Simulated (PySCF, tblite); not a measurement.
# C₅H₈BBrCl₂: geometry, infrared bands and NMR shifts

What infrared bands and NMR shifts should C₅H₈BBrCl₂ (`ClB(Cl)C[C@@H](Br)C1CC1`) show?

Computed with tblite 0.8.0 and PySCF 2.14.0, with density-fitted response routines of our own, on a single molecule in the gas phase. Atoms count from 0, in the outputs and in this text.

### 1 The molecule as given

17 atoms, charge 0, multiplicity 1; geometry from: force field or distance geometry start.

Bonds of the start (Å): Cl0–B1 1.86, B1–Cl2 1.85, B1–C3 1.60, C3–C4 1.53, C4–Br5 1.95, C4–C6 1.53, C6–C7 1.53, C7–C8 1.52, C8–C6 1.52, C3–H9 1.11, C3–H10 1.10, C4–H11 1.11, C6–H12 1.11, C7–H13 1.11, C7–H14 1.11, C8–H15 1.11, C8–H16 1.11.

### 2 Geometry optimisation with GFN2-xTB

What the job is given:

```
{"job": {"kind": "relax", "xc": "GFN2-xTB", "basis": "xTB"}, "charge": 0, "multiplicity": 1}
Cl     2.728800    -1.485800     1.473900
B      2.179900     0.065000     0.610500
Cl     2.368700     1.680300     1.481900
C      1.579600    -0.002800    -0.865900
C      0.118000     0.456800    -0.916100
Br    -0.418000     0.581300    -2.789100
C     -0.819700    -0.532100    -0.220300
C     -1.157400    -0.210100     1.236000
C     -2.187500     0.017100     0.139600
H      1.655500    -1.052800    -1.232600
H      2.203400     0.636700    -1.507600
H      0.030600     1.479600    -0.493800
H     -0.813800    -1.611100    -0.479100
H     -1.366200    -1.106200     1.859000
H     -0.732300     0.727800     1.649600
H     -2.366200     1.094400    -0.082700
H     -3.010400    -0.726100     0.127000
```

Command:

```sh
$ OMP_NUM_THREADS=1 python probes_run.py task.json out
```

The driver reads the jobs from task.json and runs them one after another.

Standard output:

```text
step      E/eV     max force
  0    -795.26944    2.089
  1    -795.54185    1.665
  2    -795.81124    1.011
  3    -795.84395    0.423
  4    -795.86336    0.275
  5    -795.88238    0.289
  6    -795.88842    0.184
  7    -795.89431    0.129
  8    -795.89610    0.089
  9    -795.89683    0.054
 10    -795.89729    0.059
 11    -795.89791    0.061
 12    -795.89847    0.065
 13    -795.89895    0.053
 14    -795.89937    0.055
 15    -795.89985    0.061
 16    -795.90035    0.073
 17    -795.90079    0.060
 18    -795.90110    0.037
 19    -795.90134    0.033
 20    -795.90157    0.035
 21    -795.90181    0.042
 22    -795.90205    0.041
 23    -795.90228    0.033
 24    -795.90246    0.027
 25    -795.90260    0.025
 26    -795.90271    0.024
 27    -795.90283    0.029
 28    -795.90298    0.041
 29    -795.90313    0.036
 30    -795.90326    0.024
 31    -795.90335    0.026
 32    -795.90344    0.023
 33    -795.90354    0.026
 34    -795.90364    0.021
 35    -795.90373    0.024
 36    -795.90380    0.021
 37    -795.90388    0.027
 38    -795.90397    0.025
 39    -795.90407    0.022
 40    -795.90415    0.023
 41    -795.90421    0.020
 42    -795.90427    0.022
 43    -795.90432    0.015
 44    -795.90436    0.014
 45    -795.90438    0.012
 46    -795.90441    0.012
 47    -795.90443    0.014
 48    -795.90446    0.013
 49    -795.90448    0.012
 50    -795.90449    0.012
 51    -795.90451    0.012
 52    -795.90454    0.014
 53    -795.90457    0.014
 54    -795.90459    0.012
 55    -795.90461    0.009
```

It took 0.88 s on 1 thread of Arm Neoverse N1, shared host; peak memory 0.18 GiB.

Step by step: (not every step is listed)

| step | energy from step 0 (eV) | largest force (eV/Å) |
| --- | --- | --- |
| 0 | 0.0000 | 2.0890 |
| 1 | -0.2724 | 1.6649 |
| 2 | -0.5418 | 1.0107 |
| 3 | -0.5745 | 0.4227 |
| 4 | -0.5939 | 0.2748 |
| 5 | -0.6129 | 0.2889 |
| 6 | -0.6190 | 0.1844 |
| 7 | -0.6249 | 0.1291 |
| 8 | -0.6267 | 0.0886 |
| 12 | -0.6290 | 0.0647 |
| 16 | -0.6309 | 0.0726 |
| 20 | -0.6321 | 0.0349 |
| 24 | -0.6330 | 0.0269 |
| 28 | -0.6335 | 0.0406 |
| 32 | -0.6340 | 0.0234 |
| 36 | -0.6344 | 0.0211 |
| 40 | -0.6347 | 0.0229 |
| 44 | -0.6349 | 0.0136 |
| 48 | -0.6350 | 0.0128 |
| 50 | -0.6350 | 0.0116 |
| 51 | -0.6351 | 0.0117 |
| 52 | -0.6351 | 0.0144 |
| 53 | -0.6351 | 0.0143 |
| 54 | -0.6351 | 0.0117 |
| 55 | -0.6352 | 0.0087 |

Close pairs (by a distance rule), those that changed most:

| bond | before (Å) | after (Å) | change (Å) |
| --- | --- | --- | --- |
| Cl0–B1 | 1.858 | 1.712 | -0.146 |
| B1–Cl2 | 1.845 | 1.720 | -0.125 |
| C8–H15 | 1.114 | 1.080 | -0.035 |
| C4–Br5 | 1.952 | 1.985 | +0.033 |
| C7–H13 | 1.111 | 1.079 | -0.032 |
| C4–C6 | 1.530 | 1.500 | -0.031 |
| C7–H14 | 1.110 | 1.079 | -0.030 |
| C8–H16 | 1.109 | 1.079 | -0.030 |

The final coordinates are the input of the step that follows.

### 3 Harmonic vibrations with GFN2-xTB

What the job is given:

```
{"job": {"kind": "ir", "xc": "GFN2-xTB", "basis": "xTB"}, "charge": 0, "multiplicity": 1}
Cl     2.693468    -1.384406     1.452599
B      2.143610     0.024853     0.652039
Cl     2.205972     1.527925     1.484984
C      1.582894    -0.033790    -0.842796
C      0.131596     0.444481    -0.929987
Br    -0.397972     0.553434    -2.840285
C     -0.817820    -0.468472    -0.213217
C     -1.135311    -0.200889     1.230881
C     -2.178084     0.022254     0.180195
H      1.646089    -1.042616    -1.257123
H      2.191153     0.612042    -1.483691
H      0.039002     1.469111    -0.565571
H     -0.735225    -1.505217    -0.518799
H     -1.236524    -1.046457     1.893045
H     -0.692227     0.665059     1.698532
H     -2.440530     1.039765    -0.067588
H     -3.007089    -0.665048     0.116869
```

Standard output:

```text
mode    cm-1     km/mol
  1      16.2      0.02
  2      40.2      2.31
  3      65.4      0.18
  4      89.5      3.12
  5     148.6      2.39
  6     155.4      1.84
  7     244.8      0.27
  8     277.4      2.97
  9     292.4      2.95
 10     301.3      2.61
 11     391.1      6.06
 12     473.0      2.92
 13     537.2      1.89
 14     661.4     16.00
 15     715.1     32.48
 16     789.7      3.50
 17     831.3     16.04
 18     867.0      2.49
 19     916.3     64.01
 20     984.4     51.80
 21     993.8     19.49
 22    1007.2     59.17
 23    1051.8     55.11
 24    1072.1      4.94
 25    1079.9      2.47
 26    1095.8     29.94
 27    1099.7      4.79
 28    1150.7      0.69
 29    1176.4     15.59
 30    1217.0      5.41
 31    1237.2     49.96
 32    1261.1      8.27
 33    1291.0     63.19
 34    1391.5      6.23
 35    1439.1      0.17
 36    1463.8      8.28
 37    1489.4      2.33
 38    2952.2      3.41
 39    2965.2      9.70
 40    2985.5      8.43
 41    3045.5     16.16
 42    3093.7     11.25
 43    3096.1     15.58
 44    3101.6      8.76
 45    3117.5     35.34
```

It took 1.5 s on 1 thread of Arm Neoverse N1, shared host; peak memory 0.18 GiB.

The strongest bands and the atoms that carry them (share of the mass-weighted mode):

| cm⁻¹ | km/mol | atoms |
| --- | --- | --- |
| 715 | 32.5 | B1 44 %, C3 12 %, C4 12 %, H10 11 % |
| 916 | 64.0 | B1 15 %, H10 14 %, C3 14 %, H9 10 % |
| 984 | 51.8 | B1 47 %, C3 18 % |
| 1007 | 59.2 | C6 20 %, C7 16 %, C8 13 %, H15 12 % |
| 1052 | 55.1 | C3 21 %, C4 20 %, H10 15 %, H11 15 % |
| 1237 | 50.0 | H10 37 %, H12 19 %, H11 12 %, C4 11 % |
| 1291 | 63.2 | H9 46 %, H11 26 %, C3 13 % |
| 3118 | 35.3 | H16 34 %, H13 24 %, H14 17 %, H15 13 % |

### 4 NMR shieldings: PBE0/pcSseg-1

Settings changed since step 3:

```diff
@@ -1,2 +1,2 @@
-{"job": {"kind": "ir", "xc": "GFN2-xTB", "basis": "xTB"}, "charge": 0, "multiplicity": 1}
+{"job": {"kind": "nmr", "xc": "PBE0", "basis": "pcSseg-1"}, "charge": 0, "multiplicity": 1}
 Cl     2.693468    -1.384406     1.452599
```

Method: GIAO PBE0/pcSseg-1 NMR shielding, non-relativistic, gas phase.

Standard output:

```text
coarse grid: 70824 points
cycle   1  E = -3713.5580866871  dE =  8.664e-03  |g| = 7.695e-01  |ddm| = 3.837e+00
cycle   2  E = -3713.5580703205  dE =  1.637e-05  |g| = 5.262e-01  |ddm| = 7.537e-01
cycle   3  E = -3713.6025250121  dE = -4.445e-02  |g| = 1.646e-01  |ddm| = 5.180e-01
cycle   4  E = -3713.6088590937  dE = -6.334e-03  |g| = 4.674e-02  |ddm| = 1.778e-01
cycle   5  E = -3713.6092954742  dE = -4.364e-04  |g| = 1.212e-02  |ddm| = 5.498e-02
cycle   6  E = -3713.6093350214  dE = -3.955e-05  |g| = 2.227e-03  |ddm| = 1.573e-02
cycle   7  E = -3713.6093361339  dE = -1.112e-06  |g| = 8.363e-04  |ddm| = 2.747e-03
final grid: 146792 points
cycle   8  E = -3713.6093685632  dE =  6.578e-08  |g| = 1.085e-03  |ddm| = 2.322e-03
cycle   9  E = -3713.6093683466  dE =  2.166e-07  |g| = 1.426e-03  |ddm| = 2.280e-03
cycle  10  E = -3713.6093688543  dE = -5.076e-07  |g| = 8.016e-05  |ddm| = 1.309e-03
cycle  11  E = -3713.6093688559  dE = -1.620e-09  |g| = 9.926e-06  |ddm| = 8.136e-05
cycle  12  E = -3713.6093688559  dE = -1.364e-11  |g| = 4.767e-06  |ddm| = 1.412e-05
converged SCF energy = -3713.6093688559

GIAO shielding tensors (ppm)
atom      isotropic    diamagn.    paramagn.     s11        s22        s33       span
  0 Cl     643.074    1147.213    -504.139    348.783    709.401    871.040    522.257
  1 B       38.744     189.580    -150.836     -4.195     30.642     89.785     93.980
  2 Cl     676.677    1147.731    -471.054    371.662    725.885    932.484    560.821
  3 C      137.838     249.748    -111.910    106.542    139.542    167.430     60.889
  4 C      113.772     243.207    -129.436     75.735    122.127    143.453     67.719
  5 Br    1995.283    3122.653   -1127.370   1292.281   1714.398   2979.169   1686.888
  6 C      159.644     249.619     -89.976    125.430    148.368    205.133     79.704
  7 C      172.786     251.109     -78.323    146.844    172.844    198.671     51.828
  8 C      176.204     254.234     -78.030    147.628    174.433    206.550     58.923
  9 H       29.092      30.644      -1.552     24.990     29.954     32.332      7.341
 10 H       29.411      29.127       0.284     24.552     30.093     33.590      9.037
 11 H       28.033      31.136      -3.103     23.672     27.185     33.241      9.570
 12 H       30.513      32.129      -1.616     25.749     28.683     37.108     11.359
 13 H       31.027      30.616       0.411     25.454     26.940     40.688     15.235
 14 H       31.274      31.476      -0.203     26.150     29.298     38.372     12.223
 15 H       31.206      31.310      -0.105     26.210     28.916     38.491     12.282
 16 H       30.952      30.408       0.544     25.291     26.137     41.429     16.138
```

Wall time 1.7 min (1 thread of Arm Neoverse N1, shared host); peak memory 1 GiB.

The references, computed at this level on geometries of the same kind, shield at (ppm): 1H TMS 31.72, 13C TMS 186.9, 11B BF3·OEt2 100.1, 35Cl HCl 950, 79Br HBr 2622. Their shielding less the atom's gives the shift. The references are single molecules in the gas phase. Atoms listed in one row are averaged.

| atoms | environment | σ (ppm) | δ (ppm) | δ scaled to CDCl3 |
| --- | --- | --- | --- | --- |
| C4 | sp3 CH bonded to Br | 113.8 | 73.2 | 54.6 |
| C3 | sp3 CH2 bonded to B | 137.8 | 49.1 | 46.0 |
| C6 | three-membered-ring carbon | 159.6 | 27.3 | 24.7 |
| C7 | three-membered-ring carbon | 172.8 | 14.1 | 11.9 |
| C8 | three-membered-ring carbon | 176.2 | 10.7 | 8.5 |
| H11 | hydrogen on an sp3 CH bonded to Br | 28.03 | 3.68 | 3.58 |
| H9 | hydrogen on an sp3 CH2 bonded to B | 29.09 | 2.62 | 2.58 |
| H10 | hydrogen on an sp3 CH2 bonded to B | 29.41 | 2.31 | 2.28 |
| H12 | hydrogen on a three-membered-ring carbon | 30.51 | 1.20 | 1.24 |
| H16 | hydrogen on a three-membered-ring carbon | 30.95 | 0.76 | 0.83 |
| H13 | hydrogen on a three-membered-ring carbon | 31.03 | 0.69 | 0.76 |
| H15 | hydrogen on a three-membered-ring carbon | 31.21 | 0.51 | 0.59 |
| H14 | hydrogen on a three-membered-ring carbon | 31.27 | 0.44 | 0.52 |
| Cl0, Cl2 | chlorine bonded to B | 660 | 290 | – |
| B1 | boron bonded to C, 2 Cl | 38.7 | 61.3 | – |
| Br5 | bromine bonded to C | 1995 | 627 | – |

The scaled column applies a straight-line fit of computed shieldings to shifts measured in CDCl3, with any fitted terms for Cl, Br or S neighbours (root-mean-square error 0.16 ppm for H, 1.9 ppm for C).

The run also stored atomic charges by several schemes (e):

| atoms | Mulliken | IAO | Hirshfeld | ESP fit |
| --- | --- | --- | --- | --- |
| Cl0, Cl2 | -0.16 | -0.03 | -0.04 | -0.08 |
| B1 | 0.44 | 0.15 | 0.18 | 0.15 |
| C3 | -0.28 | -0.41 | -0.16 | -0.07 |
| C4 | -0.27 | -0.10 | 0.01 | -0.79 |
| Br5 | -0.14 | -0.11 | -0.07 | -0.05 |
| C6 | -0.22 | -0.14 | -0.05 | 0.09 |
| C7 | -0.20 | -0.30 | -0.09 | -0.24 |
| C8 | -0.15 | -0.29 | -0.09 | -0.42 |

Mayer bond orders: Cl0–B1 1.20, B1–Cl2 1.17, B1–C3 0.99, C3–C4 0.99, C4–Br5 1.01, C4–C6 0.95, C6–C7 0.93, C7–C8 0.98, C8–C6 0.95.

Ring of atoms C6, C7, C8: NICS(0) -43.4, NICS(1) -8.5, NICS(1)zz -21.0 ppm (means of both faces).

In rings of three or four atoms NICS is ruled by the nearby σ bonds, so it says little on aromaticity.

### 5 Outcome

```
                                                                quantity                                               value
                               strongest single infrared mode (GFN2-xTB)                                 916 cm⁻¹, 64 km/mol
                                            zero-point energy (GFN2-xTB)                                       76.7 kcal/mol
                                  13C shifts against TMS (PBE0/pcSseg-1)                    73.2, 49.1, 27.3, 14.1, 10.7 ppm
                                   1H shifts against TMS (PBE0/pcSseg-1)  3.68, 2.62, 2.31, 1.20, 0.76, 0.69, 0.51, 0.44 ppm
35Cl shifts against HCl (PBE0/pcSseg-1, means over atoms taken as alike)                                             290 ppm
                             11B shifts against BF3·OEt2 (PBE0/pcSseg-1)                                            61.3 ppm
                                 79Br shifts against HBr (PBE0/pcSseg-1)                                             627 ppm
```

In words: The optimisation took 55 steps and gained 0.635 eV; among the close pairs (by a distance rule), Cl0–B1 changed most, from 1.858 to 1.712 Å. All 45 modes are real, so the xTB geometry is a minimum. The strongest single mode, at 916 cm⁻¹, is spread over several atoms, B1, H10, C3, H9 among them. Unscaled tight-binding wavenumbers are off by several per cent, some by more. Its intensities can rank the bands wrongly. C4 stands next to heavy halogen, whose spin-orbit shielding this run leaves out, so the computed shift lies too far downfield, most of all for carbon beside Br or I. The most deshielded hydrogen is H11 (hydrogen on an sp3 CH bonded to Br), at 3.68 ppm: its carbon carries Br, an electronegative neighbour. At PBE0/pcSseg-1: Shielding is most anisotropic at Br5 (span 1687 ppm, paramagnetic term -1127 ppm). Spin-orbit coupling is left out, which matters for shieldings and couplings at and beside the heavy atoms.
